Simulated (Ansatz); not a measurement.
**F2H3SSi2 radical: a ladder of functionals and wavefunction methods**

The task here is to estimate one member of a computed series from the others.

Computed with Ansatz 0.2.0, Gaussian basis. Level: functionals in def2-TZVPP, the program's frozen cores in correlated methods.

Plan: LDA (SPW92), PBE-D4, revPBE-D4, BLYP-D4, r2SCAN-D4, B97M-V, PBE0-D4, B3LYP-D4, r2SCANh-D4, r2SCAN0-D4, HSE06-D4, BHLYP-D4, CAM-B3LYP-D4, LC-ωPBE, ωB97X-V, ωB97M-V, B2PLYP, PBE-QIDH; CCSD(T)/def2-SVP; CCSD(T)/def2-TZVPP; MP2/def2-QZVPP; extrapolation to the limit; RPA on PBE.

## Structure used throughout

An earlier PBE0-D4 in a triple-zeta def2 set relaxation fixed the geometry.

8 atoms, charge 0, spin multiplicity 2.

Atoms are counted from 1 here; the program's logs count them from 0.

Bond lengths: F1–Si2 1.602 Å, Si2–S3 2.128 Å, Si2–H6 1.489 Å, S3–Si4 2.127 Å, Si4–F5 1.595 Å, Si4–H7 1.477 Å, Si4–H8 1.479 Å. Angles: F1–Si2–S3 111.1°, F1–Si2–H6 107.0°, S3–Si2–H6 107.3°, Si2–S3–Si4 96.9°, S3–Si4–F5 110.5°, S3–Si4–H7 107.1°, S3–Si4–H8 110.6°, F5–Si4–H7 107.9°, F5–Si4–H8 107.5°, H7–Si4–H8 113.2°.

As a file:

```
F     0.32338    0.19400   -2.51175
Si   -0.19511    1.13128   -1.32117
S    -1.33336    0.01816    0.09090
Si    0.31407   -0.77556    1.17779
F     0.76912    0.23781    2.32206
H    -1.10657    2.14125   -1.92629
H    -0.15232   -2.01711    1.82879
H     1.47299   -0.98694    0.28376
```

Set-up of the first run:

in.yaml reads:

```yaml
crystal:
  periodic: [false, false, false]
  atoms:
    - {symbol: F, position_ang: [0.323377, 0.194000, -2.511754]}
    - {symbol: Si, position_ang: [-0.195114, 1.131284, -1.321166]}
    - {symbol: S, position_ang: [-1.333363, 0.018163, 0.090901]}
    - {symbol: Si, position_ang: [0.314067, -0.775564, 1.177791]}
    - {symbol: F, position_ang: [0.769123, 0.237809, 2.322063]}
    - {symbol: H, position_ang: [-1.106567, 2.141251, -1.926290]}
    - {symbol: H, position_ang: [-0.152315, -2.017106, 1.828793]}
    - {symbol: H, position_ang: [1.472993, -0.986936, 0.283761]}
basis:
  gaussian: {orbitals: def2-TZVPP}
magnetization: {spin_polarized: true, initial_magnetization: 1}
hamiltonian: {xc: lda}
output: {orbitals: {seedname: orbitals}}
```

Started as:

```bash
> ansatz run in.yaml --threads 4 --pin off --events-out ev --progress --plain --max-ram 10444MiB
```

Steps of the session up to this table: LDA; PBE-D4 (GGA); revPBE-D4 (GGA); BLYP-D4 (GGA); r2SCAN-D4 (meta-GGA); B97M-V (meta-GGA); PBE0-D4 (hybrid); B3LYP-D4 (hybrid); r2SCANh-D4 (hybrid); r2SCAN0-D4 (hybrid); HSE06-D4 (hybrid); BHLYP-D4 (hybrid); CAM-B3LYP-D4 (range-separated); LC-ωPBE (range-separated); ωB97X-V (range-separated); ωB97M-V (range-separated); B2PLYP (double hybrid); PBE-QIDH (double hybrid).

One of the session's tables, all rows but one given; the rest of the session is left out.

It belongs to the step «Frontier levels by functional». 

```
  functional  HOMO (eV)  LUMO (eV)  gap (eV)
 LDA (SPW92)      -5.48      -4.29      1.19
      PBE-D4      -5.49      -3.84      1.66
   revPBE-D4      -5.47      -3.68      1.79
     BLYP-D4      -5.29      -3.87      1.42
   r2SCAN-D4      -5.87      -3.40      2.47
      B97M-V      -5.60      -4.04      1.57
     PBE0-D4          ?          ?         ?
    B3LYP-D4      -6.40      -3.35      3.06
  r2SCANh-D4      -6.30      -3.11      3.19
  r2SCAN0-D4      -6.96      -2.68      4.28
    HSE06-D4      -6.29      -3.33      2.96
    BHLYP-D4      -7.70      -2.18      5.53
CAM-B3LYP-D4      -7.91      -2.07      5.83
     LC-ωPBE      -9.33      -0.64      8.69
     ωB97X-V      -8.82      -1.22      7.60
     ωB97M-V      -8.42      -1.37      7.05
```

**Question.** Estimate the row for PBE0-D4.

**Answer.** HOMO (eV): -6.69; LUMO (eV): -2.95; gap (eV): 3.74. In the column «HOMO (eV)» it lies between r2SCAN0-D4 (-6.96) and B3LYP-D4 (-6.40).
